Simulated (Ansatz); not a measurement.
# Cd (Cadmium): the cost of one run

Method: DFT PBE, scalar-relativistic, plane waves, PAW, in Ansatz 0.2.0.

1 further run of the same task is left out (set aside as unsound or not needed).

**1. The starting structure**

It takes space group P6_3/mmc (No. 194, hexagonal). The conventional cell has a = 3.015 Å, b = 3.015 Å, c = 5.828 Å, α = 90.00°, β = 90.00°, γ = 120.00°. Cd (site symmetry -6m2) is surrounded by 12 Cd at 3.01 to 3.39 Å.

Structure file:

```cif
data_structure
_symmetry_space_group_name_H-M 'P6_3/mmc'
_symmetry_Int_Tables_number 194
_cell_length_a 3.0149
_cell_length_b 3.0149
_cell_length_c 5.8276
_cell_angle_alpha 90.000
_cell_angle_beta 90.000
_cell_angle_gamma 120.000
_cell_volume 45.87
loop_
_atom_site_label
_atom_site_type_symbol
_atom_site_symmetry_multiplicity
_atom_site_Wyckoff_symbol
_atom_site_fract_x
_atom_site_fract_y
_atom_site_fract_z
_atom_site_occupancy
Cd1 Cd 2 c 0.33333 0.66667 0.25000 1
```

It is the result of an earlier relaxation at this level (volume 22.94 Å³/atom; gap on the mesh: none (metal)).

**2. Relaxing to 0.001 eV/Å, with the smearing for a metal**

The response runs start from a cell at rest, found with their own mesh and filling of the bands.

input.yaml reads:

```yaml
crystal:
  lattice:
    - [3.014851274, 0.0, 0.0]
    - [-1.507425637, 2.6109377919, 0.0]
    - [0.0, 0.0, 5.8276344025]
  atoms:
    - { symbol: Cd, position: [0.3333333333, 0.6666666667, 0.25] }
    - { symbol: Cd, position: [0.6666666667, 0.3333333333, 0.75] }
basis:
  ecutwfc: 420
kpoints:
  mp_grid: { grid: [18, 18, 8] }
hamiltonian:
  xc: pbe
scf:
  occupations: { method: fermi_dirac, width: 0.15 }
output:
  forces: true
  stress: true
  eigenvalues: true
  write_density: true
  write_potential: true
  elf: true
  volumetric_format: npy
relax:
  adjacent_minimum: "off"
  f_tol: 0.001
  max_steps: 60
  cell: { stress_tol: 0.01 }
```

On the command line:

```
$ ansatz run input.yaml --threads 1 --pin off --max-ram 2560MiB --backend cpu --events-out ev --progress --plain --runs-dir out
```

Q: Estimate wall time and peak memory on 1 thread of an Arm CPU, shared host.

About 50 s, with a peak of 0.43 GiB.
